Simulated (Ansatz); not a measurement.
# SnH₆S (built from SMILES [H][H].[SH][SnH3]): search for a transition state

Aim: find the saddle point of a four-centre ligand exchange that is to form Sn1–H7, S2–H6 and break Sn1–S2, H6–H7, prove it by its vibrations, and relax downhill on both sides to see what it joins.

Computed with Ansatz 0.2.0, Gaussian basis. Level: PBE0-D4, def2-SVP first, then def2-TZVP.

129 further runs of the same task are left out: 1 that didn't finish, 128 set aside as unsound or not needed.

### Step 1. The system as given

The guess: 8 atoms, charge 0, spin multiplicity 1.

Atoms are counted from 1 here; the program's logs count them from 0.

Bond lengths: Sn1–S2 2.849 Å, Sn1–H3 1.689 Å, Sn1–H4 1.742 Å, Sn1–H5 1.698 Å, S2–H8 1.325 Å. Angles: S2–Sn1–H3 108.5°, S2–Sn1–H4 103.8°, S2–Sn1–H5 107.5°, H3–Sn1–H4 108.9°, H3–Sn1–H5 118.9°, H4–Sn1–H5 108.2°, Sn1–S2–H8 93.0°.

Coordinates:

```xyz
8
charge 0, multiplicity 1
Sn   -0.9153   -0.3637   -0.2507
S     1.4293   -0.2156    1.3603
H    -0.6171   -1.4216   -1.5327
H    -2.1020   -1.0768    0.8064
H    -1.3984    1.2272   -0.5943
H     1.4698    0.3347   -0.3536
H     0.9537    0.4849   -1.1684
H     1.1800    1.0310    1.7331
```

Distances that are to change: Sn1–H7 2.25 Å, S2–H6 1.80 Å, Sn1–S2 2.85 Å, H6–H7 0.98 Å.

### Step 2. Constrained relaxation of the guess

Contents of hold/in.yaml:

```yaml
crystal:
  periodic: [false, false, false]
  atoms:
    - {symbol: Sn, position_ang: [-0.915300, -0.363700, -0.250700]}
    - {symbol: S, position_ang: [1.429300, -0.215600, 1.360300]}
    - {symbol: H, position_ang: [-0.617100, -1.421600, -1.532700]}
    - {symbol: H, position_ang: [-2.102000, -1.076800, 0.806400]}
    - {symbol: H, position_ang: [-1.398400, 1.227200, -0.594300]}
    - {symbol: H, position_ang: [1.469800, 0.334700, -0.353600]}
    - {symbol: H, position_ang: [0.953700, 0.484900, -1.168400]}
    - {symbol: H, position_ang: [1.180000, 1.031000, 1.733100]}
basis:
  gaussian: {orbitals: def2-SVP}
hamiltonian: {xc: pbe0, dispersion: d4}
relax: {f_tol: 0.08, max_steps: 120, escape_saddle: false, constraints: [{distance: [0, 6]}, {distance: [1, 5]}, {distance: [0, 1]}, {distance: [5, 6]}]}
```

The run is started by

```bash
$ ansatz run in.yaml --threads 2 --pin off --events-out ev --progress --plain --max-ram 4352MiB
```

The runs that follow: A starting Hessian; Saddle search in the small basis; Saddle search in triple zeta; Checking the order of the point; Relaxing after a step of 0.30 Å one way along the mode; Relaxing after a step of 0.30 Å the other way along the mode.

**Question.** What will these runs give? Wanted: imaginary mode; barrier from the start side; barrier from the end side; energy of the step; pairs that change; zero-point energy at the saddle.

As calculated:

| quantity | value |
| --- | --- |
| imaginary mode | 1356i cm⁻¹ |
| barrier from the start side | 197.1 kJ/mol |
| barrier from the end side | 162.3 kJ/mol |
| energy of the step | +34.9 kJ/mol |
| pairs that change | Sn1–H7 formed, S2–H6 formed, Sn1–S2 broken, H6–H7 broken |
| zero-point energy at the saddle | 1.119 eV |

**Reading.** The point has a single imaginary mode (1356i cm⁻¹), as a transition state must. Going downhill both ways gives the intended start and end. At PBE0-D4/def2-TZVP the electronic barrier is 197.1 kJ/mol, about 80 kT at 298 K, and the step runs 34.9 kJ/mol uphill. The barrier is thin enough for tunnelling; the leading (Wigner) term alone is a factor of 2.8 at 298 K. Lower complexes than these ends may exist.
